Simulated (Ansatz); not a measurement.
Run this with Ansatz 0.2.0 through its Python package and show what comes out.

`methods.py`
```python
import ansatz as az


def main() -> None:
    system = (
        az.Crystal.molecule()
        .atom("N", (-0.1042, 1.1266, -0.1931))
        .atom("Si", (-0.8163, -0.357, 0.1037))
        .atom("N", (0.5372, -0.882, 0.9063))
        .atom("Cl", (-0.8052, -1.344, -1.6745))
        .atom("H", (-0.6817, 1.6205, -0.9598))
        .atom("H", (-0.2502, 1.7684, 0.622))
        .atom("H", (1.3267, -0.2323, 0.632))
        .atom("H", (0.8858, -1.7574, 0.5074))
    )

    setup = (
        system.calculation()
        .basis(gaussian="cc-pVDZ")
        .spin("collinear", total=1)
    )

    methods = ["mp2", "ccsd", "ccsd_t"]
    batch = az.Session.batch([setup.correlation(m).input() for m in methods])
    reports = sorted(batch.plan().execute().molecular_reports, key=lambda each: each["member"])
    print(f"Hartree-Fock reference {reports[0]['reference_energy_ev'] / 27.211386246:.6f} Ha")
    best = reports[-1]["free_energy_ev"] - reports[-1]["reference_energy_ev"]
    for method, each in zip(methods, reports):
        gained = each["free_energy_ev"] - each["reference_energy_ev"]
        print(f"{method:8s} total {each['free_energy_ev'] / 27.211386246:.6f} Ha  correlation {gained:9.4f} eV  ({100 * gained / best:.1f} % of the last)")


if __name__ == "__main__":
    main()
```

```console
$ python methods.py
Hartree-Fock reference -859.689437 Ha
mp2      total -860.250654 Ha  correlation  -15.2715 eV  (91.4 % of the last)
ccsd     total -860.287679 Ha  correlation  -16.2790 eV  (97.4 % of the last)
ccsd_t   total -860.303401 Ha  correlation  -16.7068 eV  (100.0 % of the last)
```

Caveats:
- These settings explore the input space; basis and method may be short of convergence.
- The geometry is a force-field or estimated start, not a minimum of this method, and the basis set is short of its limit. A lower total doesn't mark the better method: functionals have no common bound, and MP2 and coupled cluster aren't variational.
- The run takes the species as open-shell (spin multiplicity 2), which needn't be its ground state.
- Inner cores stay frozen, so this is valence correlation.
- For Al to Cl the sets with a tight d function, cc-pV(X+d)Z, are usual.
